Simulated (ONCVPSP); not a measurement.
# Tungsten: generating and testing an ONCV potential

Do these settings give a usable potential? It is generated, then checked for transferability, scattering, ghosts and hardness.

The numbers are computed with ONCVPSP 4.0.1.1 (patched build) (PBE, scalar-relativistic, spin-unpolarised reference atom).

### 1 The design

Typed settings, in words:

```json
{
 "element": "tungsten (W, Z = 74)",
 "type": "optimised norm-conserving Vanderbilt (ONCV)",
 "frozen core": "[Xe]",
 "valence charge": "20",
 "reference configuration": "4f14 5d4 6s2",
 "partial waves": "6s: rc 2.80 bohr, ncon 4, nbas 7, qcut 1.9 1/bohr, 2 projectors, debl 3 Ha; p scattering state at 0.1 Ha: rc 2.80 bohr, ncon 3, nbas 8, qcut 3.1 1/bohr, 3 projectors, debl 3.2 Ha; 5d: rc 1.75 bohr, ncon 4, nbas 8, qcut 6.6 1/bohr, 2 projectors, debl 3.1 Ha; 4f: rc 0.55 bohr, ncon 4, nbas 8, qcut 20.8 1/bohr, 1 projector",
 "local potential": "polynomial inside 0.35 bohr (lpopt 3, dvloc0 0 Ha)",
 "core correction": "Teter function, fcfact 4.75, rcfact 1.2"
}
```

An earlier all-electron run gives the scale for the radii.

All-electron outer shells of the reference configuration (PBE, scalar-relativistic, ld1.x):

```tsv
shell	level (eV)	outermost node (bohr)	outermost maximum (bohr)
5p	-43.20	0.57	1.09
4f	-33.21	–	0.43
6s	-5.71	1.28	2.67
5d	-4.48	0.63	1.49
6p	-1.36	1.54	3.75
```

### 2 The generation run

W.dat reads:

```
# ATOM AND REFERENCE CONFIGURATION
# atsym  z   nc   nv     iexc    psfile
  W 74.00   11    3        4      upf
#
#   n    l    f
    1    0    2.00
    2    0    2.00
    2    1    6.00
    3    0    2.00
    3    1    6.00
    3    2   10.00
    4    0    2.00
    4    1    6.00
    4    2   10.00
    5    0    2.00
    5    1    6.00
    4    3   14.00
    5    2    4.00
    6    0    2.00
#
# PSEUDOPOTENTIAL AND OPTIMIZATION
# lmax
    3
#
#   l,   rc,      ep,       ncon, nbas, qcut
    0    2.80    0.00    4    7    1.90
    1    2.80    0.10    3    8    3.10
    2    1.75    0.00    4    8    6.60
    3    0.55    0.00    4    8   20.80
#
# LOCAL POTENTIAL
# lloc, lpopt,  rc(5),   dvloc0
    4    3    0.35    0.00
#
# VANDERBILT-KLEINMAN-BYLANDER PROJECTORs
# l, nproj, debl
    0    2    3.00
    1    3    3.20
    2    2    3.10
    3    1    1.40
#
# MODEL CORE CHARGE
# icmod, fcfact, rcfact
    3    4.75    1.20
#
# LOG DERIVATIVE ANALYSIS
# epsh1, epsh2, depsh
   -3.00    5.00    0.02
#
# OUTPUT GRID
# rlmax, drl
    6.00    0.01
#
# TEST CONFIGURATIONS
# ncnf
    4
# nvcnf
#   n    l    f
    3
    4    3   14.00
    5    2    4.00
    6    0    1.00
#
    3
    4    3   14.00
    5    2    4.00
    6    0    0.00
#
    3
    4    3   14.00
    5    2    3.00
    6    0    0.00
#
    4
    4    3   14.00
    5    2    4.00
    6    0    0.00
    6    1    2.00
#
```

On the command line:

```
$ oncvpsp.x < W.dat > W.out
```

**Question.** What will these runs give? Wanted: cutoffs for 1 and 0.1 mHa per electron, occupied waves; bound ghosts; GHOST(+) flags; largest miss of a reference level; largest test error; largest phase difference near zero energy, channels read; rms error of d²Exc/dn², without and with the model core; projector energies reset by the program.

As calculated:

| quantity | value |
| --- | --- |
| cutoffs for 1 and 0.1 mHa per electron, occupied waves | 897 Ha and 1180 Ha |
| bound ghosts | s at -2257.20 eV, s at -480.06 eV, p at -1396.17 eV, p at -71.58 eV and 1 more |
| GHOST(+) flags | s at 46 eV, p at 216 eV |
| largest miss of a reference level | 36 meV (4f) |
| largest test error (AE − PS) | +25 meV, for 4f14 5d4 6s0 |
| largest phase difference near zero energy, channels read | 0.010 rad |
| rms error of d²Exc/dn², without and with the model core | 9.64 and 8.59 mHa |
| projector energies reset by the program | p: 0.050, 3.250, 6.450 Ha |

In words: It has a bound ghost (s, p, d), a state that the atom doesn't have, and that rules the file out. Already in the reference configuration the 4f level is off by 36 meV. The worst unpolarised test, 4f14 5d4 6s0, is off by 25 meV on 24.6 eV; by total energies transferability rates as fair. It counts as very hard, with 897 Ha needed at the looser tolerance. At the looser tolerance the 4f wave is the slowest; 5d needs 14 Ha. Near zero energy the phases of the channels with partial waves agree within 0.010 rad. In the p channel the atom's pole at -1.56 Ha sits lower, at -2.62 Ha, in the pseudo curve. The program also flags highly localised states, GHOST(+) (s, p).
